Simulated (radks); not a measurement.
**Hf⁶⁹⁺ in 1s1.5 2s1 2p0.5: an all-electron calculation**

Wanted: eigenvalues, radial structure and energy terms of the hafnium ion Hf69+.

The numbers are computed with radks (a radial shooting solver on a logarithmic mesh, Libxc functionals) version 1 (Dirac Kohn-Sham, BLYP, spin-unpolarised, spherical densities, point nucleus; open shells are shared between the two j in proportion to 2j + 1), except any that are marked as measured or tabulated.

**1. Starting point**

| Quantity | Value |
| --- | --- |
| element | hafnium (Z = 72) |
| charge | +69 |
| electrons | 3 |
| configuration | 1s1.5 2s1 2p0.5 |

**2. Self-consistent calculation**

Settings of this run:

```text
Z 72
configuration 1s1.5 2s1 2p0.5 3s0 3p0
relativity Dirac
functional b88,lyp
spin unpolarised
j_filling average
nucleus point
c 137.035999084
```

What does the calculation give?

As calculated:

```
                        quantity                     value
                    total energy        -5189.8068 hartree
exchange-correlation share of it                    0.90 %
                            −T/E                    1.1755
          highest occupied level        2p3/2, -16920.7 eV
    most extended occupied level  2s1/2, <r> = 0.0757 bohr
 radius at density 0.001 e/bohr³                0.286 bohr
    maxima of the radial density                         2
```

2 principal shells are occupied and 2 maxima appear in the radial density. Relativity lifts −T/E to 1.176. This is not the tabulated ground configuration, so its levels and sizes aren't those of the ground state, and no measured value stands beside it.
